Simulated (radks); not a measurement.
**Os⁴⁺ in [Xe] 4f14 5d4: an all-electron calculation**

The task here is to estimate one member of a computed series from the others.

Program: radks (a radial shooting solver on a logarithmic mesh, Libxc functionals) version 1. Level of theory: scalar-relativistic Kohn-Sham, Wu-Cohen GGA, spin-unpolarised, spherical densities, finite nucleus. These are calculated values, not measurements, unless marked.

### The system

```
element            : osmium (Z = 76)
charge             : +4
electrons          : 72
configuration      : [Xe] 4f14 5d4
nuclear rms radius : 5.4126 fm
```

The outer shells:

Os⁴⁺
```
[Xe] core
4f [↑↓][↑↓][↑↓][↑↓][↑↓][↑↓][↑↓]
5d [↑ ][↑ ][↑ ][↑ ][  ]
```

Set-up of the first run:

Settings of this run:

```text
Z 76
configuration [Xe] 4f14 5d4
relativity scalar-relativistic
functional wc,pbe
spin unpolarised
nucleus finite rms 5.4126 fm
c 137.035999084
```

Steps of the session up to this table: Self-consistent calculation.

One of the session's tables, all rows but one given; the rest of the session is left out.

It belongs to the step «Radial structure». Radial moments (bohr):

| level | <r> | outermost maximum (interpolated) | 90 % within | nodes |
| --- | --- | --- | --- | --- |
| 1s | 0.01774 | 0.0110 | 0.0323 | 0 |
| 2s | 0.07491 | 0.0634 | 0.116 | 1 |
| 2p | 0.06728 | 0.0522 | 0.110 | 0 |
| 3s | 0.1939 | 0.179 | 0.284 | 2 |
| 3p | 0.1945 | 0.177 | 0.291 | 1 |
| 3d | 0.1762 | 0.144 | 0.273 | 0 |
| 4s | 0.4319 | 0.405 | 0.620 | 3 |
| 4p | 0.4594 | 0.425 | 0.667 | 2 |
| 4d | ? | ? | ? | ? |
| 5s | 0.9995 | 0.912 | 1.43 | 4 |
| 4f | 0.5549 | 0.405 | 0.905 | 0 |
| 5p | 1.149 | 1.03 | 1.66 | 3 |
| 5d | 1.534 | 1.30 | 2.29 | 2 |

Estimate the missing values for 4d.

As computed: <r>: 0.4890; outermost maximum (interpolated): 0.435; 90 % within: 0.732; nodes: 1. In the column «<r>» it lies between 4p (0.4594) and 4f (0.5549).

Limits of these values: Spin polarisation and multiplet splitting are left out.
